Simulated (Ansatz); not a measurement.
# AlHOSe: functionals against CCSD(T) at one geometry

A test off equilibrium: a frame of a short trajectory is computed at several levels, and each is set against CCSD(T).

Program: Ansatz 0.2.0, Gaussian basis. Level of theory: single points in def2-TZVPP. These are calculated values, not measurements.

Correlated methods freeze the cores. Filled d shells of the heavier atoms are correlated.

## 1. Where the work starts

SMILES `[O]1[AlH][Se]1`, 4 atoms, charge 0, spin multiplicity 1.

Atoms are counted from 1 here; the program's logs count them from 0.

Bond lengths: O1–Al2 1.755 Å, O1–Se3 2.008 Å, Al2–Se3 2.287 Å, Al2–H4 1.515 Å. Angles: Al2–O1–Se3 74.5°, O1–Al2–Se3 57.8°, O1–Al2–H4 141.0°, Se3–Al2–H4 160.8°, O1–Se3–Al2 47.7°.

Coordinates:

```
O    -1.1473   -0.6944   -0.1391
Al    0.1562    0.4799   -0.0903
Se    0.4299   -1.6750    0.6255
H     0.4749    1.9043   -0.4970
```

## 2. PBE-D4/def2-TZVPP

run/in.yaml

```yaml
crystal:
  periodic: [false, false, false]
  atoms:
    - {symbol: O, position_ang: [-1.147256, -0.694365, -0.139110]}
    - {symbol: Al, position_ang: [0.156247, 0.479921, -0.090264]}
    - {symbol: Se, position_ang: [0.429868, -1.675009, 0.625513]}
    - {symbol: H, position_ang: [0.474851, 1.904341, -0.497037]}
basis:
  gaussian: {orbitals: def2-TZVPP}
hamiltonian: {xc: pbe, dispersion: d4}
output: {forces: true}
```

The run is started by

```bash
ansatz run in.yaml --threads 2 --pin off --events-out ev --progress --plain --max-ram 3481MiB
```

## 3. r2SCAN-D4/def2-TZVPP

Changes to run/in.yaml since step 2:

```diff
@@ -9,3 +9,3 @@
   gaussian: {orbitals: def2-TZVPP}
-hamiltonian: {xc: pbe, dispersion: d4}
+hamiltonian: {xc: r2scan, dispersion: d4}
 output: {forces: true}
```

## 4. PBE0-D4/def2-TZVPP

Changes to run/in.yaml since step 3:

```diff
@@ -9,3 +9,3 @@
   gaussian: {orbitals: def2-TZVPP}
-hamiltonian: {xc: r2scan, dispersion: d4}
-output: {forces: true}
+hamiltonian: {xc: pbe0, dispersion: d4}
+output: {forces: true, orbitals: {seedname: orbitals}}
```

## 5. wB97M-V/def2-TZVPP

Changes to run/in.yaml since step 4:

```diff
@@ -9,3 +9,3 @@
   gaussian: {orbitals: def2-TZVPP}
-hamiltonian: {xc: pbe0, dispersion: d4}
-output: {forces: true, orbitals: {seedname: orbitals}}
+hamiltonian: {xc: {name: wB97M-V}}
+output: {forces: true}
```

## 6. CCSD(T)/def2-TZVPP

Changes to run/in.yaml since step 5:

```diff
@@ -9,3 +9,3 @@
   gaussian: {orbitals: def2-TZVPP}
-hamiltonian: {xc: {name: wB97M-V}}
+correlation: {method: ccsd_t}
 output: {forces: true}
```

(Steps that only read results are left out.)

Before running it: what results should come out? Wanted: energy less free atoms, CCSD(T)/def2-TZVPP; RMS force component; RMS force error; HOMO and LUMO, PBE0-D4; T1 diagnostic.

The runs gave:

```
                                  quantity                                                             value
energy less free atoms, CCSD(T)/def2-TZVPP                                                   -247.6 kcal/mol
                       RMS force component                              0.613 to 0.870 eV/Å over the methods
                           RMS force error  PBE-D4 0.141, r2SCAN-D4 0.116, PBE0-D4 0.248, wB97M-V 0.265 eV/Å
                    HOMO and LUMO, PBE0-D4                                                -6.25 and -2.21 eV
                             T1 diagnostic                                                             0.016
```

**Reading.** Against CCSD(T) the functionals' energies less atoms differ by -20.0 to -3.8 kcal/mol, PBE-D4 by -20.0 kcal/mol. The reference is not at the basis limit: in triple zeta CCSD(T) underbinds, which counts against methods that bind more; the gaps are no ranking. On forces the order runs from r2SCAN-D4 to wB97M-V. Frozen-core CCSD(T) forces in triple zeta carry basis errors of their own, and this is one geometry, so small gaps rank nothing. The restricted Hartree–Fock reference is unstable towards an unrestricted one at one or more of these structures.
